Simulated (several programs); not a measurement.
**Mg3SnO (antiperovskite) from semi-empirical methods to plane-wave DFT**

Mg3SnO in the antiperovskite structure, relaxed with r2SCAN in Ansatz, was computed with several methods. It is cubic, Pm-3m (No. 221); a = 4.345 Å in the conventional setting, 16.41 Å³ an atom. Sn is surrounded by 12 Mg at 3.07 Å; O is surrounded by 6 Mg at 2.17 Å; Mg is surrounded by 2 O at 2.17 Å and 4 Sn at 3.07 Å. No spin polarisation. The prototype was imposed, so other structures may be more stable.

```xyz
5
Lattice="4.3451 0.0000 0.0000 0.0000 4.3451 0.0000 0.0000 0.0000 4.3451" Properties=species:S:1:pos:R:3 pbc="T T T"
Sn    0.0000    0.0000    0.0000
O     2.1726    2.1726    2.1726
Mg    2.1726    2.1726    0.0000
Mg    2.1726    0.0000    2.1726
Mg    0.0000    2.1726    2.1726
```

Gaps and times are for a single point on this cell; volume and bulk modulus come from each method's own relaxation or energy curve at fixed shape. Times are rough, from shared hosts (AMD EPYC 7R13 Processor; Arm Neoverse V1; NVIDIA H100 80GB HBM3), and each method has its own mesh and cell size. PM7 (MOPAC): levels, charges or heat of formation failed a check of plausibility, so no values are given. PM6 (MOPAC), PM7 (MOPAC), GFN1-xTB (tblite) treat a cluster of cells at its zone centre, which samples few k points: where these miss a band edge, the gap comes out too large for that reason alone. Gaps from k meshes are read at a limited set of points (mesh, symmetry points, PBE's band edges), so each method's own least gap may be somewhat smaller. xTB and the PM methods were fitted mostly to molecules, and can miss a solid's gap by electronvolts. Minimal bases can be far off for gaps. Times of the plane-wave rungs are withheld (a dash), since they come from other jobs, hosts and meshes; the meshes of hybrids and Hartree-Fock don't converge their gaps to the digits shown. d marks a direct gap, i an indirect one (no mark: not told apart), a dash a value that wasn't computed or didn't pass its checks.

```
                          method              kind      gap (eV)  own volume (Å³/atom)  bulk modulus (GPa)  atoms computed  processor time
                          PBEsol         semilocal             –                 16.43                   –               5               –
                     PM6 (MOPAC)    semi-empirical          0.02                     –                   –         cluster           1.2 s
light PBE (260 eV, its own mesh)  light plane-wave  overlap 0.30                     –                   –               5           1.6 s
               GFN1-xTB (tblite)     tight binding          0.01                     –                   –         cluster           2.5 s
                             LDA         semilocal  overlap 0.44                 15.78                   –               5               –
                             PBE         semilocal  overlap 0.44                 16.91                  70               5               –
                          r2SCAN         semilocal  overlap 0.13                 16.41                  77               5               –
                         PBE+SOC         semilocal  overlap 0.41                     –                   –               5               –
                  PBE/SZV (CP2K)       small basis  overlap 0.47                     –                   –               5            19 s
                            PBE0            hybrid        1.12 d                     –                   –               5               –
                     PM7 (MOPAC)    semi-empirical             –                     –                   –         cluster            29 s
                 PBE/DZVP (CP2K)       small basis  overlap 0.45                 17.68                  66               5            30 s
                           HSE06            hybrid  overlap 0.11                     –                   –               5               –
```

Volumes against r2SCAN's: PBEsol +0.1 %, LDA -3.8 %, PBE +3.0 %, PBE/DZVP (CP2K) +7.8 %.

Runs without a result: GFN2-xTB (tblite) (single point).

With PBE and r2SCAN the bands overlap or touch, or nearly. Semilocal functionals can close a real gap, so this doesn't show a metal; small gaps of other methods may in turn close between the points read or with spin-orbit coupling, and the solid may be a semimetal.

Only the rows marked +SOC include spin-orbit coupling.
